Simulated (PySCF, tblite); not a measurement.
# C7H11Si radical: geometry, infrared bands and EPR parameters

Aim: predict the infrared bands and EPR parameters of C7H11Si radical (`C=C1[SiH2][C@]1(C)/C=[C]/C`).

Computed with tblite 0.8.0 and PySCF 2.14.0, with density-fitted response routines of our own, on a single molecule in the gas phase. Atoms are numbered from 0 throughout.

### 1 Starting geometry

19 atoms, charge 0, multiplicity 2; geometry from: force field or distance geometry start.

Bonds of the start (Å): C0–C1 1.33, C1–Si2 1.86, Si2–C3 1.86, C3–C4 1.52, C3–C5 1.47, C5–C6 1.33, C6–C7 1.49, C3–C1 1.51, C0–H8 1.09, C0–H9 1.08, Si2–H10 1.45, Si2–H11 1.49, C4–H12 1.10, C4–H13 1.11, C4–H14 1.11, C5–H15 1.09, C7–H16 1.13, C7–H17 1.10, C7–H18 1.10.

### 2 Optimising the geometry with GFN2-xTB

The job: settings as JSON, then the geometry in Å.

```
{"job": {"kind": "relax", "xc": "GFN2-xTB", "basis": "xTB"}, "charge": 0, "multiplicity": 2}
C     -1.707000     1.953700    -0.294400
C     -1.334500     0.809700     0.261600
Si    -1.222500    -0.357600     1.705500
C     -0.587700    -0.463800    -0.043800
C     -1.336600    -1.432900    -0.944200
C      0.827200    -0.194900    -0.349700
C      1.788300    -0.072800     0.568400
C      3.178900     0.208600     0.116600
H     -2.268300     2.625700     0.362600
H     -1.495300     2.202700    -1.321900
H     -0.331800    -0.069100     2.807200
H     -2.539100    -0.969900     2.026200
H     -1.814400    -0.915000    -1.789100
H     -0.621500    -2.220600    -1.262900
H     -2.162800    -1.837500    -0.318700
H      1.118100    -0.076700    -1.393100
H      3.380200    -0.458800    -0.770200
H      3.194300     1.234800    -0.281500
H      3.924900     0.043500     0.913900
```

On the command line:

```console
$ OMP_NUM_THREADS=1 python probes_run.py task.json out
```

One launch serves the whole session: the jobs run in the order shown.

**Question.** This job is followed by: GFN2-xTB harmonic vibrations, gas phase; UKS B3LYP, pcH-1 on C H Si, non-relativistic, mean-field spin-orbit, GIAO. What will the session give for the following? strongest single infrared mode (GFN2-xTB); zero-point energy (GFN2-xTB); g(iso) (B3LYP); ⟨S²⟩; largest a(iso) (averaged by class); potential on the surface of density 0.002 e/bohr³, 1st and 99th percentile.

The runs gave:

```
                                                                  quantity                  value
                                 strongest single infrared mode (GFN2-xTB)  2322 cm⁻¹, 299 km/mol
                                              zero-point energy (GFN2-xTB)          91.3 kcal/mol
                                                            g(iso) (B3LYP)                2.00227
                                                                      ⟨S²⟩     0.760 (exact 0.75)
                                        largest a(iso) (averaged by class)   13C on C6, 258.2 MHz
potential on the surface of density 0.002 e/bohr³, 1st and 99th percentile     -0.93 V and 0.86 V
```

In words: Relaxing lowered the energy by 0.679 eV in 144 steps; the close pair that moved most is Si2–C3, from 1.864 to 1.927 Å. No mode is imaginary among the 51: a minimum at this level. The strongest single mode, at 2322 cm⁻¹, moves mainly H11. GFN2-xTB is a fitted tight-binding method: band positions and strengths are rough. Its intensities can rank the bands wrongly. Most of the unpaired spin sits on C6 (0.99 e). The isotropic g lies 0.0 ppt below the free-electron value. The conformer search found further structures of the same energy, which may be mirror or relabelled copies of this one.
